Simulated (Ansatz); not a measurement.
# C2H9BN: the cost of one run

Computed with Ansatz 0.2.0 through its Python package. Level of theory: CAM-B3LYP/def2-SVP.

## 1. The structure

Bond lengths: C1–C2 1.526 Å, C2–B3 1.613 Å, B3–N4 1.537 Å, C1–H5 1.110 Å, C1–H6 1.111 Å, C1–H7 1.111 Å, C2–H8 1.111 Å, C2–H9 1.111 Å, B3–H10 1.193 Å, B3–H11 1.193 Å, N4–H12 1.045 Å, N4–H13 1.045 Å. Angles (14 of 21 angles, heavy atoms first): C1–C2–B3 111.4°, C2–B3–N4 110.8°, C1–C2–H8 109.2°, C1–C2–H9 109.2°, B3–C2–H8 109.2°, B3–C2–H9 109.2°, C2–C1–H5 109.4°, C2–C1–H6 110.5°, C2–C1–H7 110.5°, C2–B3–H10 109.7°, C2–B3–H11 109.7°, N4–B3–H10 109.1°, N4–B3–H11 109.1°, B3–N4–H12 108.1°.

The script holds or builds the structure itself.

## 2. The script

Contents of opt_c2h9bn.py:

```python
import itertools

import ansatz as az
from ase.data import atomic_numbers, covalent_radii
import numpy as np

molecule = (
    az.Crystal.molecule()
    .atom("C", [1.7393, -0.1432, 0.1444])
    .atom("C", [0.3755, 0.1475, -0.4743])
    .atom("B", [-0.8203, -0.1559, 0.5648])
    .atom("N", [-2.1857, 0.142, -0.0739])
    .atom("H", [2.5358, 0.0765, -0.5975])
    .atom("H", [1.9054, 0.4952, 1.0387])
    .atom("H", [1.8149, -1.213, 0.4357])
    .atom("H", [0.2435, -0.4837, -1.3789])
    .atom("H", [0.3335, 1.215, -0.7791])
    .atom("H", [-0.7848, -1.3019, 0.8937])
    .atom("H", [-0.6881, 0.5216, 1.5375])
    .atom("H", [-2.1925, 1.1427, -0.3757])
    .atom("H", [-2.2766, -0.4428, -0.9355])
)

calculation = molecule.calculation().basis(gaussian="def2-SVP").functional("CAM-B3LYP").charge(-1)
symbols = [site.symbol for site in molecule.cartesian_sites]
start = np.array([site.position_ang for site in molecule.cartesian_sites], dtype=float)
rep = calculation.relax(force_tolerance=0.005).run(threads=1, pin="off").report
end = np.array(rep["positions_ang"])

for key in ("converged", "free_energy_ev", "reference_energy_ev", "n_frozen", "n_occupied", "n_virtual"):
    print(f"{key:22s} {rep[key]}")

radius = [covalent_radii[atomic_numbers[s]] for s in symbols]
span = lambda where, i, j: np.linalg.norm(where[i] - where[j])
bonded = [(i, j) for i, j in itertools.combinations(range(len(symbols)), 2) if min(span(start, i, j), span(end, i, j)) < 1.2 * (radius[i] + radius[j])]
print("pair        before    after (A)")
for i, j in bonded:
    print(f"{symbols[i]}{i}-{symbols[j]}{j}".ljust(10), f"{span(start, i, j):8.4f} {span(end, i, j):8.4f}")

charges = rep["charge_distribution"]
print("dipole moment", round(4.803205 * float(np.linalg.norm(charges["dipole_moment_e_ang"])), 3), "D")
print("Mulliken:", [(s, round(q, 3)) for s, q in zip(symbols, charges["mulliken_charges_e"])])
with open("c2h9bn_opt.xyz", "w") as handle:
    handle.write(f"{len(symbols)}\nrelaxed C2H9BN(-)\n")
    handle.writelines(f"{s:2s} {x:11.6f} {y:11.6f} {z:11.6f}\n" for s, (x, y, z) in zip(symbols, end))
```

## 3. What the engine is handed

The engine receives this input:

```yaml
crystal:
  periodic: [false, false, false]
  atoms:
    - { symbol: C, position_ang: [1.7393, -0.1432, 0.1444] }
    - { symbol: C, position_ang: [0.3755, 0.1475, -0.4743] }
    - { symbol: B, position_ang: [-0.8203, -0.1559, 0.5648] }
    - { symbol: "N", position_ang: [-2.1857, 0.142, -0.0739] }
    - { symbol: H, position_ang: [2.5358, 0.0765, -0.5975] }
    - { symbol: H, position_ang: [1.9054, 0.4952, 1.0387] }
    - { symbol: H, position_ang: [1.8149, -1.213, 0.4357] }
    - { symbol: H, position_ang: [0.2435, -0.4837, -1.3789] }
    - { symbol: H, position_ang: [0.3335, 1.215, -0.7791] }
    - { symbol: H, position_ang: [-0.7848, -1.3019, 0.8937] }
    - { symbol: H, position_ang: [-0.6881, 0.5216, 1.5375] }
    - { symbol: H, position_ang: [-2.1925, 1.1427, -0.3757] }
    - { symbol: H, position_ang: [-2.2766, -0.4428, -0.9355] }
basis:
  gaussian:
    orbitals: def2-SVP
hamiltonian:
  xc: cam_b3lyp
total_charge: -1.0
relax:
  f_tol: 0.005
```

## 4. Running it

The run is started by

```sh
$ python opt_c2h9bn.py
```

What time and memory should one allow on 1 thread of Arm Neoverse V1, shared host?

About 39 s, with a peak of 0.31 GiB.
